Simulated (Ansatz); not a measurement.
**CoSn (P6/mmm): equation of state**

The task here is to estimate one member of a computed series from the others.

Program: Ansatz 0.2.0. Level of theory: DFT PBE, scalar-relativistic, plane waves, PAW. These are calculated values, not measurements.

**The system as given**

It takes space group P6/mmm (No. 191, hexagonal). Conventional cell: a = 5.296 Å, b = 5.296 Å, c = 4.231 Å, α = 90.00°, β = 90.00°, γ = 120.00°. Co (site symmetry mmm) has 6 Sn at 2.61 to 2.65 Å and 4 Co at 2.65 Å as nearest neighbours. Around Sn (site symmetry -6m2) lie 6 Co at 2.61 Å. Sn (site symmetry 6/mmm) is surrounded by 6 Co at 2.65 Å.

Structure file:

```xyz
6
Lattice="5.2957 0.0000 0.0000 -2.6478 4.5862 0.0000 0.0000 0.0000 4.2312" Properties=species:S:1:pos:R:3 pbc="T T T"
Co   -1.3239    2.2931    0.0000
Co    1.3239    2.2931    0.0000
Co    2.6478    0.0000    0.0000
Sn    2.6478    1.5287    2.1156
Sn    0.0000    3.0575    2.1156
Sn    0.0000    0.0000    0.0000
```

An earlier run at PBE left this cell at 17.127 Å³/atom and 0.01 GPa (10×10×10 mesh).

Volume factors to run: 0.980, 1.020, 0.960, 1.040.

Set-up of the first run:

input.yaml reads:

```yaml
crystal:
  lattice:
    - [5.2601561658, 0.0, 0.0]
    - [-2.6300780829, 4.5554288675, 0.0]
    - [0.0, 0.0, 4.2028021281]
  atoms:
    - { symbol: Co, position: [0.0, 0.5, 0.0] }
    - { symbol: Co, position: [0.5, 0.5, 0.0] }
    - { symbol: Co, position: [0.5, 0.0, 0.0] }
    - { symbol: Sn, position: [0.6666666667, 0.3333333333, 0.5] }
    - { symbol: Sn, position: [0.3333333333, 0.6666666667, 0.5] }
    - { symbol: Sn, position: [0.0, 0.0, 0.0] }
basis:
  ecutwfc: 420
  ecutrho_ratio: 4
kpoints:
  mp_grid: { grid: [10, 10, 10] }
hamiltonian:
  xc: pbe
scf:
  occupations: { method: gaussian, width: 0.05 }
output:
  forces: true
  stress: true
  eigenvalues: true
relax:
  f_tol: 0.01
  max_steps: 40
  cell: { stress_tol: 0.1, fix: [volume] }
```

Command:

```console
$ ansatz run input.yaml --threads 2 --pin off --max-ram 5120MiB --backend cpu --events-out ev --progress --plain --runs-dir out
```

Among the steps run: At 0.980 of the relaxed volume; Volume × 1.020; Scaling the volume by 0.960; Scaling the volume by 1.040.

One of the session's tables, all rows but one given; the rest of the session is left out.

It belongs to the step «The fit». 

| volume (Å³/atom) | energy (meV/atom) | pressure (GPa) |
| --- | --- | --- |
| 16.442 | 11.86 | 5.77 |
| 16.785 | 2.85 | 2.72 |
| 17.127 | 0.00 | 0.01 |
| 17.470 | ? | ? |
| 17.812 | 10.11 | -4.55 |

Estimate the missing values for volume (Å³/atom) = 17.470.

Worked estimate for «energy (meV/atom)». A straight line through the neighbours (17.127, 0.00) and (17.812, 10.11) gives 0.00 + (10.11 − 0.00) × (17.470 − 17.127) / (17.812 − 17.127) = 5.06; a parabola fitted to 3 rows on both sides gives 2.42.

As computed: energy (meV/atom): 2.63; pressure (GPa): -2.40. In «energy (meV/atom)» the line misses by +2.43 and the parabola by -0.21.
